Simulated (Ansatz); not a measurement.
**H4O2Sn: short molecular-dynamics run**

Program: Ansatz 0.2.0, driven from Python. Level of theory: BLYP/def2-SVP. These are calculated values, not measurements.

## 1. The system

Bond lengths: O1–Sn2 1.965 Å, Sn2–O3 1.952 Å, O1–H4 1.011 Å, Sn2–H5 1.760 Å, Sn2–H6 1.756 Å, O3–H7 0.996 Å. Angles: O1–Sn2–O3 107.1°, O1–Sn2–H5 110.0°, O1–Sn2–H6 110.9°, O3–Sn2–H5 109.4°, O3–Sn2–H6 109.9°, H5–Sn2–H6 109.5°, Sn2–O1–H4 99.7°, Sn2–O3–H7 107.7°.

The script holds or builds the structure itself.

## 2. The script

File h4o2sn.py:

```python
"""A short Born-Oppenheimer trajectory of H4O2Sn."""

import ansatz as az
import numpy as np

BASIS_SET = "def2-SVP"
FUNCTIONAL = "blyp"
N_STEPS = 30
TEMPERATURE_K = 500

GEOMETRY = """
O    -1.28490   -0.88120   -0.65600
Sn    0.01180    0.31330    0.21250
O     1.56220   -0.77250    0.69060
H    -2.00410   -0.21120   -0.89080
H     0.50580    1.57990   -0.90480
H    -0.67700    1.04110    1.65510
H     1.94740   -1.13750   -0.15230
"""


def main() -> None:
    mol = az.Crystal.molecule()
    for line in GEOMETRY.strip().splitlines():
        symbol, *xyz = line.split()
        mol = mol.atom(symbol, [float(v) for v in xyz])

    calc = (
        mol.calculation()
        .basis(gaussian=BASIS_SET)  # the orbital basis, by name
        .functional(FUNCTIONAL)
    )
    symbols = [site.symbol for site in mol.cartesian_sites]
    start = np.array([site.position_ang for site in mol.cartesian_sites], dtype=float)
    data = calc.relax(force_tolerance=0.02, max_steps=100).run(threads=1, backend="cpu").report
    end = np.array(data["positions_ang"])
    minimum = az.Crystal.molecule()
    for symbol, place in zip(symbols, end):
        minimum = minimum.atom(symbol, place.tolist())

    # dynamics from the relaxed geometry
    calc = minimum.calculation()
    calc = calc.basis(gaussian=BASIS_SET)
    calc = calc.functional(FUNCTIONAL)
    calc = calc.md("nvt_langevin", timestep=1.0, steps=N_STEPS, temperature=TEMPERATURE_K, initial_velocities="maxwell_boltzmann", seed=6, friction=0.02)
    frames = []
    res = calc.session().plan().execute(on_event=lambda e: frames.append(e["data"]) if e["event"] == "md_step" else None)
    print("t (fs)   E_pot (eV)      E_kin (eV)   T (K)   d(0-1) (A)")
    for f in frames[::1]:
        xyz = np.array(f["positions_ang"])
        print(f"{f['time_fs']:6.2f} {f['lagrangian_ev']:14.5f} {f['e_kin_ev']:10.5f} {f['temperature_k']:8.1f} {np.linalg.norm(xyz[0] - xyz[1]):9.4f}")
    print("mean temperature", round(float(np.mean([f["temperature_k"] for f in frames])), 1), "K")


if __name__ == "__main__":
    main()
```

## 3. The calls as engine input

The engine receives this input (first run):

```yaml
crystal:
  periodic: [false, false, false]
  atoms:
    - { symbol: O, position_ang: [-1.2849, -0.8812, -0.656] }
    - { symbol: Sn, position_ang: [0.0118, 0.3133, 0.2125] }
    - { symbol: O, position_ang: [1.5622, -0.7725, 0.6906] }
    - { symbol: H, position_ang: [-2.0041, -0.2112, -0.8908] }
    - { symbol: H, position_ang: [0.5058, 1.5799, -0.9048] }
    - { symbol: H, position_ang: [-0.677, 1.0411, 1.6551] }
    - { symbol: H, position_ang: [1.9474, -1.1375, -0.1523] }
basis:
  gaussian:
    orbitals: def2-SVP
hamiltonian:
  xc: blyp
relax:
  f_tol: 0.02
  max_steps: 100
```

## 4. The run

The run is started by

```console
python h4o2sn.py
```

Q: Estimate wall time and peak memory on 1 thread of Intel Xeon Platinum 8259CL at 2.50GHz (Skylake/Cascade Lake), shared host.

About 1.7 min, with a peak of 0.22 GiB.
